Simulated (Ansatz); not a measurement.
# Ga4As3P: the cost of one run

The runs shown are made with Ansatz 0.2.0. PAW datasets, plane waves, zero pressure. Note: simulated data, non-magnetic, for a generated structure that need not be the stable one.

### Step 1. The cell

This is the cell as the run starts from it, not yet at rest; its lengths are not the crystal's.

The symmetry is Pm (No. 6, monoclinic); conventional cell a = 6.257 Å, b = 3.832 Å, c = 6.637 Å, β = 90.0°, 19.89 Å³ an atom. Near P stand 4 Ga at 2.35 Å; near As stand 4 Ga at 2.35 Å; near Ga stand 3 As at 2.35 Å and 1 P at 2.35 Å.

Structure file:

```cif
data_structure
_symmetry_space_group_name_H-M 'P 1'
_symmetry_Int_Tables_number 1
_cell_length_a 6.2573
_cell_length_b 3.8318
_cell_length_c 6.6368
_cell_angle_alpha 90.000
_cell_angle_beta 90.000
_cell_angle_gamma 90.000
_cell_volume 159.13
loop_
_atom_site_label
_atom_site_type_symbol
_atom_site_fract_x
_atom_site_fract_y
_atom_site_fract_z
_atom_site_occupancy
P1 P 0.00000 0.00000 0.33333 1
As1 As 0.00000 0.50000 0.83333 1
As2 As 0.50000 0.50000 0.16667 1
As3 As 0.50000 0.00000 0.66667 1
Ga1 Ga 0.37500 0.00000 0.33333 1
Ga2 Ga 0.37500 0.50000 0.83333 1
Ga3 Ga 0.87500 0.50000 0.16667 1
Ga4 Ga 0.87500 0.00000 0.66667 1
```

### Step 2. Relaxation with PBE

The input, input.yaml:

```yaml
crystal:
  lattice:
    - [6.2572928689, 0.0, 0.0]
    - [0.0, 3.8317776295, 0.0]
    - [0.0, 0.0, 6.6368335375]
  atoms:
    - { symbol: P, position: [0.0, 0.0, 0.3333333333] }
    - { symbol: As, position: [0.0, 0.5, 0.8333333333] }
    - { symbol: As, position: [0.5, 0.5, 0.1666666667] }
    - { symbol: As, position: [0.5, 0.0, 0.6666666667] }
    - { symbol: Ga, position: [0.375, 0.0, 0.3333333333] }
    - { symbol: Ga, position: [0.375, 0.5, 0.8333333333] }
    - { symbol: Ga, position: [0.875, 0.5, 0.1666666667] }
    - { symbol: Ga, position: [0.875, 0.0, 0.6666666667] }
kpoints:
  mp_grid: { grid: [4, 6, 4] }
hamiltonian:
  xc: pbe
scf:
  occupations: { method: fermi_dirac, width: 0.02 }
relax:
  f_tol: 0.005
  cell: {}
```

The run is started by

```sh
> ansatz run input.yaml --threads 4 --pin off --max-ram 6451MiB --backend cpu --events-out ev --progress --plain --runs-dir out
```

What time and memory should one allow on 4 threads of Arm Neoverse V1, shared host?

About 96 s, with a peak of 0.73 GiB.
